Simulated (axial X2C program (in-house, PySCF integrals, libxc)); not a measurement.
# A two-component session on GeSi⁻: EOM-EA-CCSD levels

Wanted for GeSi⁻: EOM-EA-CCSD levels, at the two-component level.

Method: two-component X2C with atomic mean-field terms, Ge dyall-acv3z, Si dyall-av3z; program: an in-house X2C program for linear molecules on PySCF integrals.

All values are calculated.

### 1 The job

File task.json:

```json
{
 "zs": [
  32,
  14
 ],
 "q": -1,
 "bas": [
  "dyall-acv3z",
  "dyall-av3z"
 ],
 "r0": 2.37,
 "eom": "ea",
 "thr": -2.0,
 "nmax": 92,
 "grid": [
  1,
  0.96,
  1.045,
  0.92,
  1.09,
  1.15
 ],
 "rq": 0
}
```

Keys: zs atomic numbers; q charge; bas basis sets; r0 starting distance in Å; eom kind of EOM run; thr threshold in hartree for freezing inner shells (an s shell follows its p shell); nmax most natural virtual spinors; grid distances as factors.

Started as:

```
$ python soeom.py task.json out
```

Further steps of the session: EOM-EA-CCSD at 2.319 Å.

Q: Predict the outcome of this session. Wanted: next root led by one particle; T1 of the reference; lowest state, Re and ωe.

**Answer**, as computed:

| quantity | value |
| --- | --- |
| lowest root at 2.319 Å | Ω = 3/2, 2.024 eV |
| next root led by one particle | Ω = 1/2, about 15720 cm⁻¹ higher |
| T1 of the reference | 0.013 |
| lowest state, Re and ωe | 2.248 Å, 436 cm⁻¹ |

**Reading.** The added electron is bound by 2.02 eV in a spinor of 46% Si pπ, 45% Ge pπ. The closed-shell reference lies 0.55 eV above the lowest determinant found, so these energies count from an excited configuration. Errors of 0.1 to 0.3 eV are usual at this size, and roots led by higher excitations are left out, so the list is incomplete, and low states of that kind can be missing. T1 or the largest double amplitude of the reference is raised, which lowers the reliability. The bond is 0.074 Å shorter than in the closed-shell reference at CCSD (2.322 Å).
